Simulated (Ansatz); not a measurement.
Here is an Ansatz 0.2.0 calculation.

Contents of input.yaml:

```yaml
crystal:
  lattice:
    - [4.99739, 0.0, 0.0]
    - [-2.4987, 4.32787, 0.0]
    - [0.0, 0.0, 5.86169]
  atoms:
    - { symbol: Ca, position: [0.0, 0.0, 0.0] }
    - { symbol: Si, position: [0.33333, 0.66667, 0.25648] }
    - { symbol: Si, position: [0.66667, 0.33333, 0.74352] }
    - { symbol: Sb, position: [0.33333, 0.66667, 0.7224] }
    - { symbol: Sb, position: [0.66667, 0.33333, 0.2776] }
hamiltonian:
  xc: blyp
  pseudopotentials: { kind: paw }
kpoints:
  mp_grid: { grid: [5, 5, 4] }
  band_path:
    path:
      - [[0.0, 0.0, 0.0], [0.5, 0.0, 0.0], [0.3333333333, 0.3333333333, 0.0], [0.0, 0.0, 0.0], [0.0, 0.0, 0.5], [0.5, 0.0, 0.5], [0.3333333333, 0.3333333333, 0.5], [0.0, 0.0, 0.5]]
      - [[0.5, 0.0, 0.5], [0.5, 0.0, 0.0]]
      - [[0.3333333333, 0.3333333333, 0.0], [0.3333333333, 0.3333333333, 0.5]]
    npoints: 14
scf:
  occupations: { method: fermi_dirac, width: 0.05 }
  n_extra_bands: 12
output:
  forces: true
  stress: true
  eigenvalues: true
  fatbands: false
```

Potentials or basis: Ansatz PAW.

Run with:

```sh
$ ansatz run input.yaml --threads 2 --pin off --max-ram 5632MiB --backend cpu --events-out ev --progress --plain --runs-dir out
```

(1) Predict the band gap on the k mesh.

(2) What does it give for the pressure?

(3) Estimate the largest force.

Answers

(1) none (metal or under the smearing width).

(2) 3.9 GPa.

(3) 0.135 eV/Å.

Caveat: spin-orbit coupling is left out, which moves the levels of the heavy elements; the PAW data sets come from PBE, with cores solved anew for the run's functional, which leaves a small shift of forces and pressure.
